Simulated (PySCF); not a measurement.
**Ru(OH)₃: doublet, from a B3LYP minimum start**

Aim: relax Ru(OH)₃ as a doublet from a B3LYP minimum start, check by its vibrations whether the end is a minimum, and collect its spectrum and constants.

Program: PySCF 2.14.0. Level of theory: B3LYP, basis Ru def2-SVP with ECP28, O def2-SVP, H def2-SVP, scalar-relativistic core potentials, no spin–orbit coupling, density fitting. These are calculated values, not measurements.

### 1 Where the work starts

7 atoms, charge 0, spin multiplicity 2.

Bond lengths: Ru1–O2 1.859 Å, Ru1–O3 1.859 Å, Ru1–O4 1.859 Å, O2–H5 0.974 Å, O3–H6 0.974 Å, O4–H7 0.974 Å. Angles: O2–Ru1–O3 120.0°, O2–Ru1–O4 120.0°, O3–Ru1–O4 120.0°, Ru1–O2–H5 114.3°, Ru1–O3–H6 114.3°, Ru1–O4–H7 114.3°.

```xyz
7
charge 0 multiplicity 2
Ru    0.0049    0.0000    0.0000
O     0.0423    1.8589    0.0000
O     0.0423   -0.9294   -1.6099
O     0.0423   -0.9294    1.6099
H    -0.8367    2.2777    0.0000
H    -0.8367   -1.1389   -1.9726
H    -0.8367   -1.1389    1.9726
```

### 2 The SCF at the typed geometry

One driver script runs all steps and calls PySCF; scf.py shows how it sets up the SCF of each step. The optimiser is the driver's own. After this first run the driver tries any further starts and a stability analysis.

The input, scf.py:

```python
from pyscf import gto, scf, dft
mol = gto.M(atom='''
Ru     0.004910     0.000000    -0.000000
O      0.042300     1.858900    -0.000000
O      0.042300    -0.929450    -1.609860
O      0.042300    -0.929450     1.609860
H     -0.836670     2.277710     0.000000
H     -0.836670    -1.138860    -1.972560
H     -0.836670    -1.138860     1.972560''',
    basis={'Ru': 'def2-SVP', 'O': 'def2-SVP', 'H': 'def2-SVP'},
    ecp={'Ru': 'def2-SVP'},
    charge=0, spin=1)
mf = dft.UKS(mol, xc='B3LYP')
mf.grids.atom_grid = (50, 194)
aux = {'Ru': 'def2-universal-JKFIT', 'O': 'def2-universal-JKFIT', 'H': 'def2-universal-JKFIT'}
mf = mf.density_fit(auxbasis=aux)
mf.conv_tol = 1e-08
mf.diis_space = 10
mf.max_cycle = 60
mf.init_guess = 'minao'
mf.verbose = 4
mf.kernel()
```

Started as:

```console
> OMP_NUM_THREADS=2 python axn.py task.json out
```

The runs that follow: B3LYP minimum start, doublet: relaxation; Vibrations and properties at this point.

**Question.** What will these runs give? Wanted: minimum; geometry; wavenumbers; dipole moment; highest occupied, lowest empty level; polar-tensor charge of Ru1; zero-point energy; atomisation energy; ⟨S²⟩.

**Answer**, as computed:

| quantity | value |
| --- | --- |
| minimum | doublet, C3v |
| geometry | O–H 0.974 Å (×3), Ru–O 1.859 Å (×3); H–O–Ru 114.3° (×3), O–Ru–O 120.0° (×3) |
| wavenumbers (cm⁻¹) | 182 (e), 209 (a1), 546 (a2), 639 (e), 683 (a1), 703 (e), 863 (e), 935 (a1), 3692 (e), 3709 (a1) |
| dipole moment | 4.03 D |
| highest occupied, lowest empty level (either spin) | -6.19, -3.24 eV |
| polar-tensor charge of Ru1 | +1.27 e |
| zero-point energy | 109.1 kJ/mol |
| entropy at 298.15 K | 315.3 J/(mol K) |
| atomisation energy (no zero-point energy) | 2347 kJ/mol |
| ⟨S²⟩ | 0.753 |

**Reading.** The B3LYP minimum start keeps its C3v symmetry and ends in a minimum. In the infrared the band at 863 cm⁻¹ (e) leads. Most of the spin sits on Ru1 (Mulliken spin 1.05, against 1 for the whole molecule). Other starts or spin states, not run here, may lie lower. One determinant may miss the lowest occupation of an open d or f shell.
